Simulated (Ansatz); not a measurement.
# BClH4O2: the cost of one run

All numbers below are computed with Ansatz 0.2.0 (RKS PBE0-D4/def2-SVP).

## Step 1: The structure to begin with

Bond lengths: B1–Cl3 1.860 Å, B1–O4 1.410 Å, O4–H5 1.010 Å, B1–O6 1.710 Å, O6–H7 1.010 Å. Angles: Cl3–B1–O4 120.0°, Cl3–B1–O6 88.5°, O4–B1–O6 110.0°, B1–O4–H5 109.5°, B1–O6–H7 109.5°.

Structure file:

```xyz
8

B     0.0000    0.0000    0.0000
H     0.0000    0.0000    1.5400
Cl    1.6108    0.0000   -0.9300
O    -1.2211    0.0000   -0.7050
H    -1.7308   -0.8467   -0.4965
O     0.3647    1.5813    0.5392
H     1.1213    1.5436    1.2072
H     0.1936    0.8393    1.5370
```

## Step 2: Pulling towards end A

Springs on the bonds that form and break draw the guess towards this end; the thresholds are loose.

input.yaml

```yaml
crystal:
  periodic: [false, false, false]
  atoms:
    - { symbol: B, position_ang: [0.0, 0.0, 0.0] }
    - { symbol: H, position_ang: [0.0, 0.0, 1.54] }
    - { symbol: Cl, position_ang: [1.6108, 0.0, -0.93] }
    - { symbol: O, position_ang: [-1.2211, 0.0, -0.705] }
    - { symbol: H, position_ang: [-1.7308, -0.8467, -0.4965] }
    - { symbol: O, position_ang: [0.3647, 1.5813, 0.5392] }
    - { symbol: H, position_ang: [1.1213, 1.5436, 1.2072] }
    - { symbol: H, position_ang: [0.1936, 0.8393, 1.537] }
basis:
  gaussian: { orbitals: def2-SVP }
hamiltonian:
  xc: pbe0
  dispersion: d4
relax:
  f_tol: 0.15
  max_steps: 25
  restrain:
    - { distance: [0, 5], at: 2.61, k: 30.0 }
    - { distance: [7, 1], at: 1.86, k: 30.0 }
    - { distance: [0, 1], at: 1.19, k: 30.0 }
    - { distance: [7, 5], at: 1.01, k: 30.0 }
```

Command:

```bash
$ ansatz run input.yaml --threads 1 --pin off --max-ram 2048MiB --backend cpu --events-out ev --progress --plain --runs-dir out
```

Q: Estimate wall time and peak memory on 1 thread of Arm Neoverse V2, shared host.

About 32 s, with a peak of 0.15 GiB.
